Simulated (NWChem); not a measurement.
# CuH2OF (SMILES [OH2+][Cu-][F]) at M06-2X/pcseg-0

What is the vertical ionisation energy of CuH2OF at M06-2X/pcseg-0? 

Program for the calculation: NWChem 7.3.0.

## Step 1: Starting point

The species is CuH2OF (5 atoms), meant as a singlet with charge 0. As SMILES, `[OH2+][Cu-][F]`. The shape is that of a PBE0-D4/def2-TZVP optimisation. This is one conformer, not always the lowest.

Bond lengths: O1–Cu2 1.925 Å, Cu2–F3 1.755 Å, O1–H4 0.963 Å, O1–H5 0.963 Å. Angles: O1–Cu2–F3 180.0°, Cu2–O1–H4 114.2°, Cu2–O1–H5 114.2°, H4–O1–H5 107.1°.

## Step 2: A single-point energy at M06-2X/pcseg-0

Input file mol.nw:

```
start mol
memory stack 880 mb heap 220 mb global 1100 mb
charge 0

geometry units angstroms noautosym nocenter noautoz
 O    -0.782600    0.255300   -0.512100
 Cu    0.739500   -0.565800    0.333300
 F     2.126600   -1.315400    1.103300
 H    -1.468100    0.540600    0.100800
 H    -0.565500    1.011500   -1.066900
end

basis "ao basis" spherical bse
 * library pcseg-0
end

dft
 xc m06-2x
 grid fine
 convergence energy 1e-08
 maxiter 100
 mulliken
 print low
end

task dft energy
```

Command:

```sh
$ nwchem mol.nw > mol.out
```

The log of the run:

```text
[...]
 d= 0,ls=0.0,diis     1  -1812.3608978636 -1.99D+03  6.72D-02  2.38D+00     0.4
[...]
 d= 0,ls=0.5,diis    25  -1812.5467761147 -9.13D-09  3.58D-06  3.44D-08     6.7
         Total DFT energy =    -1812.546776118626
      One electron energy =    -2880.477564090776
           Coulomb energy =      978.151738996791
    Exchange-Corr. energy =      -86.860322454833
 Nuclear repulsion energy =      176.639371430191
[...]
      Total Density - Mulliken Population Analysis
     ---------------------------------------------
    Atom       Charge   Shell Charges
 -----------   ------   -------------------------------------------------------
    1 O    8     8.72   1.99  0.95  0.89  2.07  2.82
    2 Cu  29    28.51   2.00  2.00  1.99  0.45  0.30  5.99  5.50  0.67  6.61  2.98
    3 F    9     9.61   1.99  0.98  1.00  2.41  3.24
    4 H    1     0.58   0.50  0.08
    5 H    1     0.58   0.50  0.08
[...]
```

It took 7.5 s on 1 thread of AMD EPYC 9R45 (Zen 5), shared host; peak memory 0.11 GiB.

## Step 3: The doublet cation at the same level

Input file cufh2o.nw:

```
start cufh2o
title "CuFH2O energy"
memory 2200 mb
charge 1

geometry units angstroms noautosym nocenter noautoz
   O    -0.782600    0.255300   -0.512100
   Cu    0.739500   -0.565800    0.333300
   F     2.126600   -1.315400    1.103300
   H    -1.468100    0.540600    0.100800
   H    -0.565500    1.011500   -1.066900
end

basis "ao basis" spherical bse
   * library pcseg-0
end

dft
   xc m06-2x
   mult 2
   grid fine
   convergence energy 1e-08
   maxiter 100
   mulliken
   print low
end

task dft energy
```

Command:

```sh
$ nwchem cufh2o.nw > cufh2o.out
```

The log of the run:

```text
[...]
 d= 0,ls=0.0,diis     1  -1810.9905020877 -1.99D+03  1.03D-01  4.21D+00     0.5
[...]
 d= 0,ls=0.5,diis    59  -1812.2522648868 -2.81D-10  3.23D-07  9.13D-11    24.1
[...]
         Total DFT energy =    -1812.252264886361
      One electron energy =    -2861.477028124289
           Coulomb energy =      958.991897178827
    Exchange-Corr. energy =      -86.406505371091
 Nuclear repulsion energy =      176.639371430191
[...]
      Total Density - Mulliken Population Analysis
     ---------------------------------------------
    Atom       Charge   Shell Charges
 -----------   ------   -------------------------------------------------------
    1 O    8     8.74   1.99  0.95  0.89  2.07  2.84
    2 Cu  29    27.79   2.00  2.00  2.00  0.43  0.01  5.99  5.55  0.69  6.51  2.61
    3 F    9     9.42   1.99  1.01  0.98  2.38  3.07
    4 H    1     0.52   0.47  0.05
    5 H    1     0.52   0.47  0.05
[...]
      <S2> =      0.7536 (Exact =     0.7500)
[...]
```

Run time: 25 s. Hardware: 1 thread of AMD EPYC 9R45 (Zen 5), shared host; peak memory 0.11 GiB.

## Step 4: Summary of results

At M06-2X/pcseg-0:

| quantity | value |
| --- | --- |
| singlet CuH2OF: total energy | -1812.54678 Eh |
| doublet cation: total energy | -1812.25226 Eh |
| doublet cation: ⟨S²⟩ | 0.754 |
| vertical ionisation energy (to the doublet cation) | 8.014 eV |

In words: Removing an electron at fixed nuclei costs 8.01 eV (185 kcal/mol). Mulliken charges (doublet cation) run from -0.74 on O1 to +1.21 on Cu2.
